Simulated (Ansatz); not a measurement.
Geometry optimisation, DFT LDA, scalar-relativistic, plane waves, PAW in Ansatz.

input.yaml

```yaml
crystal:
  lattice:
    - [6.425, 0.0, 0.0]
    - [0.0, 6.425, 0.0]
    - [0.0, 0.0, 6.425]
  atoms:
    - { symbol: Sn, position: [0.25, 0.25, 0.25] }
    - { symbol: Sn, position: [0.75, 0.75, 0.75] }
    - { symbol: Pt, position: [0.0, 0.0, 0.0] }
    - { symbol: Sn, position: [0.75, 0.75, 0.25] }
    - { symbol: Sn, position: [0.25, 0.25, 0.75] }
    - { symbol: Pt, position: [0.5, 0.5, 0.0] }
    - { symbol: Sn, position: [0.75, 0.25, 0.75] }
    - { symbol: Sn, position: [0.25, 0.75, 0.25] }
    - { symbol: Pt, position: [0.5, 0.0, 0.5] }
    - { symbol: Sn, position: [0.25, 0.75, 0.75] }
    - { symbol: Sn, position: [0.75, 0.25, 0.25] }
    - { symbol: Pt, position: [0.0, 0.5, 0.5] }
    - { symbol: H, position: [0.3668862, -0.0058222, -0.0009042] }
basis:
  ecutwfc: 420.0
kpoints:
  mp_grid: { grid: [3, 3, 3] }
hamiltonian:
  xc: lda
scf:
  occupations: { method: fermi_dirac, width: 0.15 }
  lower_state_search: "off"
relax:
  f_tol: 0.08
  max_steps: 25
  adjacent_minimum: "off"
```

Command:

```bash
$ ansatz run input.yaml --threads 4 --pin off --max-ram 10240MiB --backend cpu --events-out ev --progress --plain --runs-dir out
```

Question: Where does it end, and by what steps?

Answer: It converged. The threshold is loose, so the end isn't yet a minimum. The force dipped under the threshold on the way, but the program's further checks kept it going. Limits of this set-up: coarse k mesh, odd electron count without spin. After 17 steps the energy has fallen by 0.533 eV; Sn10 moved furthest, 0.87 Å. Parted: Sn10–Pt12 (2.78 → 3.96 Å). Joined: Sn10–H13 (2.36 → 1.85 Å).

```tsv
step	energy less start (eV)	largest force component (eV/Å)	accepted
0	0.0000	0.393	yes
1	0.0362	0.608	no
2	-0.0369	0.365	yes
3	-0.0836	0.342	yes
4	-0.1445	0.264	yes
5	-0.1916	0.071	yes
6	-0.1916	0.072	yes
7	-0.1976	0.085	yes
8	-0.2028	0.087	yes
9	-0.2127	0.074	yes
10	-0.2127	0.074	yes
11	-0.2202	0.123	yes
12	-0.2546	0.178	yes
13	-0.3103	0.225	yes
14	-0.4438	0.143	yes
15	-0.5143	0.291	yes
16	-0.5334	0.075	yes
17	-0.5334	0.075	yes
```

```xyz
13
Lattice="6.4250 0.0000 0.0000 0.0000 6.4250 0.0000 0.0000 0.0000 6.4250" Properties=species:S:1:pos:R:3
Sn 1.492 1.532 1.534
Sn 4.984 4.724 4.726
Pt -0.120 -0.021 -0.019
Sn 4.682 4.768 1.534
Sn 1.449 1.835 4.727
Pt 3.128 3.156 -0.019
Sn 4.682 1.532 4.770
Sn 1.449 4.724 1.837
Pt 3.129 -0.021 3.158
Sn 2.064 5.339 5.341
Sn 4.636 1.487 1.489
Pt -0.222 3.054 3.056
H 3.130 -0.019 -0.017
```

The run took 91 s on 4 threads of Intel(R) Xeon(R) Platinum 8488C (Sapphire Rapids), with other jobs on the host, peak memory 1.1 GiB.
